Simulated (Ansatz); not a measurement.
# HfN4H8: one species, many methods

An exercise on one series of results from a longer session: the logs are not shown, and one member is left open.

Method: functionals in def2-TZVPP, the program's frozen cores in correlated methods; program: Ansatz 0.2.0, Gaussian basis.

Plan: LDA (SPW92), PBE-D4, revPBE-D4, BLYP-D4, r2SCAN-D4, B97M-V, PBE0-D4, B3LYP-D4, r2SCANh-D4, r2SCAN0-D4, HSE06-D4, BHLYP-D4, CAM-B3LYP-D4, LC-ωPBE, ωB97X-V, ωB97M-V, B2PLYP, PBE-QIDH; CCSD(T)/def2-SVP; CCSD(T)/def2-TZVPP; MP2/def2-QZVPP; extrapolation to the limit; RPA on PBE.

## The relaxed structure

The geometry comes from an earlier relaxation with PBE0-D4 in a triple-zeta def2 set; it is a stationary point, not always the lowest conformer. Hf takes the def2 core potential; no spin-orbit term is included.

13 atoms, charge 0, spin multiplicity 1.

Atoms are counted from 1 here; the program's logs count them from 0.

Bond lengths: N1–Hf2 2.048 Å, N1–H6 1.010 Å, N1–H7 1.011 Å, Hf2–N3 2.048 Å, Hf2–N4 2.048 Å, Hf2–N5 2.048 Å, N3–H8 1.010 Å, N3–H9 1.011 Å, N4–H10 1.011 Å, N4–H11 1.010 Å, N5–H12 1.011 Å, N5–H13 1.010 Å. Angles: Hf2–N1–H6 127.1°, Hf2–N1–H7 124.3°, H6–N1–H7 108.5°, N1–Hf2–N3 109.9°, N1–Hf2–N4 108.5°, N1–Hf2–N5 110.0°, N3–Hf2–N4 109.9°, N3–Hf2–N5 108.5°, N4–Hf2–N5 110.0°, Hf2–N3–H8 127.0°, Hf2–N3–H9 124.3°, H8–N3–H9 108.5°, Hf2–N4–H10 124.2°, Hf2–N4–H11 127.1°, H10–N4–H11 108.5°, Hf2–N5–H12 124.3°, Hf2–N5–H13 127.0°, H12–N5–H13 108.5°.

Set-up of the first run:

Input file in.yaml:

```yaml
crystal:
  periodic: [false, false, false]
  atoms:
    - {symbol: N, position_ang: [-1.758885, 0.990871, -0.343001]}
    - {symbol: Hf, position_ang: [0.000576, 0.000426, 0.000365]}
    - {symbol: N, position_ang: [-0.321094, -1.575371, 1.268499]}
    - {symbol: N, position_ang: [0.722315, -0.681899, -1.790821]}
    - {symbol: N, position_ang: [1.357949, 1.266482, 0.866474]}
    - {symbol: H, position_ang: [-2.621361, 0.895869, 0.173101]}
    - {symbol: H, position_ang: [-1.918996, 1.612631, -1.123732]}
    - {symbol: H, position_ang: [-0.349541, -2.554755, 1.025084]}
    - {symbol: H, position_ang: [-0.404841, -1.491675, 2.272334]}
    - {symbol: H, position_ang: [0.147414, -1.080159, -2.520688]}
    - {symbol: H, position_ang: [1.671046, -0.617151, -2.129838]}
    - {symbol: H, position_ang: [2.178558, 0.962554, 1.372364]}
    - {symbol: H, position_ang: [1.296861, 2.272189, 0.929859]}
basis:
  gaussian: {orbitals: def2-TZVPP}
hamiltonian: {xc: lda}
output: {orbitals: {seedname: orbitals}}
```

On the command line:

```
$ ansatz run in.yaml --threads 2 --pin off --events-out ev --progress --plain --max-ram 20480MiB --backend cpu
```

Among the steps run: LDA; PBE-D4 (GGA); revPBE-D4 (GGA); BLYP-D4 (GGA); r2SCAN-D4 (meta-GGA); B97M-V (meta-GGA); B3LYP-D4 (hybrid); r2SCANh-D4 (hybrid); r2SCAN0-D4 (hybrid); HSE06-D4 (hybrid); BHLYP-D4 (hybrid); CAM-B3LYP-D4 (range-separated); LC-ωPBE (range-separated); ωB97X-V (range-separated); ωB97M-V (range-separated); B2PLYP (double hybrid); PBE-QIDH (double hybrid).

One of the session's tables, all rows but one given; the rest of the session is left out.

It belongs to the step «Frontier levels by functional». 

```
  functional  HOMO (eV)  gap (eV)
 LDA (SPW92)      -5.52      4.82
      PBE-D4      -5.33      4.77
   revPBE-D4      -5.25      4.78
     BLYP-D4      -5.21      4.65
   r2SCAN-D4      -5.62      5.56
      B97M-V      -5.68      5.15
     PBE0-D4          ?         ?
    B3LYP-D4      -6.47      6.31
  r2SCANh-D4      -6.14      6.33
  r2SCAN0-D4      -6.92      7.39
    HSE06-D4      -6.30      6.09
    BHLYP-D4      -8.01      8.64
CAM-B3LYP-D4      -8.16      8.95
     LC-ωPBE      -9.58     11.54
     ωB97X-V      -9.20     10.93
     ωB97M-V      -9.11     10.38
```

Estimate the missing values for PBE0-D4.

As computed: HOMO (eV): -6.71; gap (eV): 6.84. In the column «HOMO (eV)» it lies between r2SCAN0-D4 (-6.92) and B3LYP-D4 (-6.47).
